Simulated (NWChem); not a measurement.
# UCAM-B3LYP/def2-SVP run of SiH2OF (SMILES O[SiH]F)

Aim: the electronic atomisation energy of SiH2OF at UCAM-B3LYP/def2-SVP, from 5 runs. 

The calculation is run with NWChem 7.3.0.

## (1) The system as given

The species is SiH2OF (5 atoms), meant as a doublet with charge 0. SMILES: `O[SiH]F`. The shape is that of a PBE0-D4/def2-TZVP optimisation. This is one conformer, not always the lowest.

Bond lengths: O1–Si2 1.636 Å, Si2–F3 1.603 Å, O1–H4 0.959 Å, Si2–H5 1.490 Å. Angles: O1–Si2–F3 110.5°, O1–Si2–H5 105.3°, F3–Si2–H5 107.6°, Si2–O1–H4 119.2°.

## (2) A single-point energy at UCAM-B3LYP/def2-SVP (run 1)

m1.nw

```
start m1
title "FH2OSi CAM-B3LYP"
memory stack 880 mb heap 220 mb global 1100 mb
charge 0
geometry units angstrom noautosym nocenter noautoz
  O       -0.615200      -0.884600      -0.276300
  Si       0.283900       0.245700       0.493100
  F        0.207000       1.646500      -0.283100
  H       -1.564500      -0.765100      -0.338000
  H        1.688800      -0.242600       0.404400
end
basis "ao basis" spherical bse
  * library def2-SVP
end
dft
  xc xcamb88 1.00 lyp 0.81 vwn_5 0.19 hfexch 1.00
  cam 0.33 cam_alpha 0.19 cam_beta 0.46
  mult 2
  grid fine
  convergence energy 1e-08
  direct
  maxiter 100
  mulliken
  noprint "final vectors analysis"
end
task dft energy
```

Started as:

```sh
$ nwchem m1.nw > m1.out
```

The log of the run:

```text
[...]
          Wavefunction type:  spin polarized.
          No. of atoms     :     5
          No. of electrons :    33
[...]
          Charge           :     0
          Spin multiplicity:     2
[...]
          AO basis - number of functions:    56
[...]
              XC Information
              --------------
                     Hartree-Fock (Exact) Exchange  1.000
                   CAM-Becke88 Exchange Functional  1.000
                      VWN V Correlation Functional  0.190 local
              Lee-Yang-Parr Correlation Functional  0.810
[...]
 d= 0,ls=0.0,diis     1   -465.4526343975 -5.76D+02  9.78D-03  1.72D-01     0.8
[...]
 d= 0,ls=0.0,diis    11   -465.5302954380 -4.81D-09  3.87D-07  5.68D-11     7.5
[...]
         Total DFT energy =     -465.530295437999
      One electron energy =     -864.314769441810
           Coulomb energy =      329.400813813582
    Exchange-Corr. energy =      -40.753114696538
 Nuclear repulsion energy =      110.136774886767
[...]
      Total Density - Mulliken Population Analysis
     ---------------------------------------------
    Atom       Charge   Shell Charges
 -----------   ------   -------------------------------------------------------
    1 O    8     8.37   1.99  1.07  0.62  2.91  1.78  0.01
    2 Si  14    13.39   2.00  1.98  1.01  0.26  5.92  1.12  0.71  0.38
    3 F    9     9.33   1.99  1.12  0.79  3.36  2.07  0.01
    4 H    1     0.80   0.67  0.07  0.07
    5 H    1     1.11   0.73  0.37  0.01
[...]
      <S2> =      0.7518 (Exact =     0.7500)
[...]
```

Run time: 8.1 s. Hardware: 1 thread of AMD EPYC 9R45 (Zen 5), shared host; peak memory 0.11 GiB.

## (3) The F atom at the same level (run 2)

mol.nw

```
start mol
memory total 2200 mb

geometry noautosym nocenter noautoz
   F     0.000000    0.000000    0.000000
end

basis spherical bse
   * library def2-SVP
end

dft
   xc xcamb88 1.00 lyp 0.81 vwn_5 0.19 hfexch 1.00
   cam 0.33 cam_alpha 0.19 cam_beta 0.46
   mult 2
   grid fine
   convergence energy 1e-08
   direct
   iterations 100
   mulliken
   noprint "final vectors analysis"
end

task dft energy
```

Run the same way, it converges to -99.61656 Eh (log not shown).

Run 3 isn't shown in full; the table further down has it.

## (4) The O atom, same level (run 4)

o.nw

```
start o
memory 2200 mb
charge 0
geometry units atomic noautosym nocenter noautoz
O      0.00000000     0.00000000     0.00000000
end
basis "ao basis" spherical bse
* library def2-SVP
end
dft
xc xcamb88 1.00 lyp 0.81 vwn_5 0.19 hfexch 1.00
cam 0.33 cam_alpha 0.19 cam_beta 0.46
mult 3
grid fine
convergence energy 1e-08
direct
iterations 100
mulliken
noprint "final vectors analysis"
end
task dft energy
```

Run the same way, it converges to -74.97732 Eh (log not shown).

## (5) The Si atom at the same level (run 5)

geom.nw

```
start geom
memory total 2200 mb
charge 0

geometry units angstroms noautosym nocenter noautoz
  Si     0.000000     0.000000     0.000000
end

basis "ao basis" spherical bse
  * library def2-SVP
end

dft
  xc xcamb88 1.00 lyp 0.81 vwn_5 0.19 hfexch 1.00
  cam 0.33 cam_alpha 0.19 cam_beta 0.46
  mult 3
  grid fine
  convergence energy 1e-08
  direct
  maxiter 100
  mulliken
  print low
end

task dft energy
```

Started as:

```sh
$ nwchem geom.nw > geom.out
```

The log of the run:

```text
[...]
 d= 0,ls=0.0,diis     1   -289.2646814456 -2.89D+02  1.45D-02  2.06D-02     0.1
[...]
 d= 0,ls=0.0,diis     6   -289.2783448306 -4.46D-09  1.19D-06  1.94D-11     0.3
[...]
         Total DFT energy =     -289.278344830624
      One electron energy =     -400.568196232586
           Coulomb energy =      132.103295673555
    Exchange-Corr. energy =      -20.813444271593
 Nuclear repulsion energy =        0.000000000000
[...]
      Total Density - Mulliken Population Analysis
     ---------------------------------------------
    Atom       Charge   Shell Charges
 -----------   ------   -------------------------------------------------------
    1 Si  14    14.00   2.00  1.99  1.41  0.60  5.92  0.84  1.25  0.00
     --------------------------------------------
      Spin Density - Mulliken Population Analysis
     --------------------------------------------
    Atom       Charge   Shell Charges
 -----------   ------   -------------------------------------------------------
    1 Si  14     2.00   0.00  0.00  0.00 -0.00  0.01  0.73  1.25 -0.00
[...]
      <S2> =      2.0030 (Exact =     2.0000)
[...]
```

It took 0.76 s on 1 thread of AMD EPYC 9R45 (Zen 5), shared host; peak memory 0.11 GiB.

## (6) The series

| run | partner | energy (Eh) | ⟨S²⟩ | wall time |
| --- | --- | --- | --- | --- |
| 1 | base | -465.530295 | 0.752 | 8.1 s |
| 2 | atoms | -99.616557 | 0.751 | 0.64 s |
| 3 | atoms | -0.497895 | 0.750 | 0.56 s |
| 4 | atoms | -74.977324 | 2.002 | 0.64 s |
| 5 | atoms | -289.278345 | 2.003 | 0.76 s |

## (7) Outcome

Level: UCAM-B3LYP/def2-SVP.

| quantity | value |
| --- | --- |
| Si atom: total energy | -289.27834 Eh |
| Si atom: ⟨S²⟩ | 2.003 |
| electronic atomisation energy | 18.022 eV |

**Reading.** Taking the molecule apart into free atoms costs 18.02 eV (1739 kJ/mol), before zero-point energy and without spin-orbit coupling. All runs together took 11 s, the longest 8.1 s.
